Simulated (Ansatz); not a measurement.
Crystal: GaSn.

```
Ga Sn
1.0
     0.00000    2.90288    3.09822
     2.72925    0.00000    3.09822
     2.72925    2.90288    0.00000
Ga Sn
1 1
Direct
  0.50000 0.50000 0.50000
  0.00000 0.00000 0.00000
```

The cell was built by a generator and needn't be a form met in nature.

| Property | Result |
| --- | --- |
| Program | Ansatz 0.2.0 |
| Task | relaxation of cell and atoms |
| Functional | revPBE |
| Potentials or basis | Ansatz PAW |
| Cutoff | 420 eV (not typed: the program's choice for these potentials) |
| k mesh | 8 × 8 × 8 |
| Occupations | fermi-dirac, width 0.05 eV |
| Spin | no spin polarisation |

At the start: volume 24.55 Å³/atom.

Q: How do energy, volume and symmetry change on relaxing?

A: It ends after 7 steps and the volume is 25.05 Å³/atom (+2.1 %); space group Fm-3m (No. 225, to 0.05 Å).

Step by step:
| step | energy change (eV) | largest force (eV/Å) | volume (Å³) |
| --- | --- | --- | --- |
| 1 | 0.0000 | 0.0000 | 49.09 |
| 2 | -0.1118 | 0.0000 | 50.30 |
| 3 | -0.1161 | 0.0000 | 49.18 |
| 4 | -0.1239 | 0.0000 | 50.04 |
| 5 | -0.1240 | 0.0000 | 50.10 |
| 6 | -0.1240 | 0.0000 | 50.11 |
| 7 | -0.1243 | 0.0000 | 50.11 |

Final structure:
```xyz
2
Lattice="0.0000 2.9267 2.9257 2.9259 0.0000 2.9257 2.9259 2.9267 0.0000" Properties=species:S:1:pos:R:3 pbc="T T T"
Ga    2.9259    2.9267    2.9257
Sn    0.0000    0.0000    0.0000
```

Caveat: the plane-wave basis is chosen anew once the cell has moved, so the energies of steps on either side of that aren't comparable; the PAW data sets come from PBE, with cores solved anew for the run's functional, which leaves a small shift of forces and pressure.
